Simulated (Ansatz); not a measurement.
Here is an Ansatz input file for K3Cd, space group I4/mmm. Write the same calculation for the Python package.

```yaml
crystal:
  lattice:
    a: 6.44607
    b: 6.44607
    c: 9.476843
    alpha: 90.0
    beta: 90.0
    gamma: 90.0
  space_group: 139
  setting:
    hermann_mauguin: I4/mmm
  atoms:
    - { symbol: K, position: [0.0, 0.5, 0.25] }
    - { symbol: K, position: [0.5, 0.5, 0.0] }
    - { symbol: Cd, position: [0.0, 0.0, 0.0] }
  reduce_to_primitive: true
basis:
  ecutwfc: 653.073269903712
kpoints:
  mp_grid:
    grid: [5, 5, 5]
    shift: [0.0, 0.0, 0.0]
hamiltonian:
  xc: r2scan
scf:
  occupations:
    method: methfessel_paxton
    width: 0.15
output:
  eigenstates:
    nscf_kmesh:
      grid: [8, 8, 8]
    de_dk: true
```

`fermi_k3cd.py`:
```python
import ansatz as az

MESH = (5, 5, 5)
SMEARING = "Methfessel-Paxton"
SIGMA = 0.15


def main() -> None:
    system = (
        az.Lattice.from_parameters(6.44607, 6.44607, 9.476843, alpha=90, beta=90, gamma=90)
        .space_group(139, hermann_mauguin="I4/mmm")
        .atom("K", [0.0, 0.5, 0.25])
        .atom("K", [0.5, 0.5, 0.0])
        .atom("Cd", [0.0, 0.0, 0.0])
        .primitive()
    )

    setup = (
        system.calculation()
        .functional(az.Functional.R2SCAN)
        .kpoints(*MESH, center="gamma")
        .occupations(SMEARING, width=SIGMA)
        .basis(24 * az.Ha)
        .eigenstates(nscf_kmesh=(8, 8, 8), level_slopes=True)
    )
    surface = setup.run().fermi_surface().to_plain()
    for way, reading in surface.items():
        if reading:
            rho_lambda = [f"{v:.3e}" for v in reading["resistivity_times_mean_free_path_ohm_m2"]]
            print(f"{way:24s} area {reading['spin_summed_area_per_ang2']:8.3f} 1/A^2  rho*lambda (ohm m^2) {rho_lambda}")


if __name__ == "__main__":
    main()
```

```console
$ python fermi_k3cd.py
by_tetrahedra            area   10.959 1/A^2  rho*lambda (ohm m^2) ['2.833e-15', '2.833e-15', '2.707e-15']
by_slopes                area   11.416 1/A^2  rho*lambda (ohm m^2) ['2.801e-15', '2.801e-15', '2.461e-15']
on_every_second_point    area    8.695 1/A^2  rho*lambda (ohm m^2) ['3.581e-15', '3.581e-15', '3.392e-15']
```

Notes:
- The mesh is modest for a metal, so energies can be off by several to tens of meV an atom and pressures by half a GPa or more; differences at equal mesh fare better.
- The structure comes from a database of computed cells and needn't be a stable or known phase.
- The three readings differ by the mesh error.
- Timing: 57 s on 1 thread of Arm Neoverse V2, on a shared host, peak memory 1.3 GiB.

(Lines on the test bed's own set-up are left out of the output.)
